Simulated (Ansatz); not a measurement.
# TaCl (septet): from Hartree-Fock to the top rungs, def2-QZVPP

The task here is to estimate one member of a computed series from the others.

Computed with Ansatz 0.2.0, Gaussian basis. Level: def2-QZVPP, core rule «outside noble gas», up to 9 orbitals frozen.

To be run: UHF; ROHF; CCSD(T) on UHF.

**The geometry**

The geometry is a PBE0/def2-TZVP stationary point (not a proven minimum). No spin-orbit coupling is included. Elements past krypton take def2 core potentials.

2 atoms, charge 0, spin multiplicity 7.

Atoms are counted from 1 here; the program's logs count them from 0.

Bond lengths: Ta1–Cl2 2.875 Å.

Set-up of the first run:

in.yaml reads:

```yaml
crystal:
  periodic: [false, false, false]
  atoms:
    - {symbol: Ta, position_ang: [0.000000, 0.000000, 0.000000]}
    - {symbol: Cl, position_ang: [0.000000, 0.000000, 2.875200]}
basis:
  gaussian: {orbitals: "def2-QZVPP.json"}
magnetization: {spin_polarized: true, initial_magnetization: 6}
hamiltonian: {xc: hf}
output: {orbitals: {seedname: orbitals}}
```

Command:

```sh
$ ansatz run in.yaml --threads 1 --pin off --events-out ev --progress --plain --max-ram 4096MiB --backend cpu
```

Among the steps run: UHF; ROHF; CCSD(T) on UHF.

One of the session's tables, all rows but one given; the rest of the session is left out.

```
  method  from UCCSD(T) (kcal/mol)
    ROHF                   +182.49
     UHF                   +175.14
    UMP2                         ?
   UCCSD                     +6.66
UCCSD(T)                         0
```

**Question.** Estimate the row for UMP2.

**Answer.** from UCCSD(T) (kcal/mol): +25.94. In the column «from UCCSD(T) (kcal/mol)» it lies between UCCSD (+6.66) and UHF (+175.14).
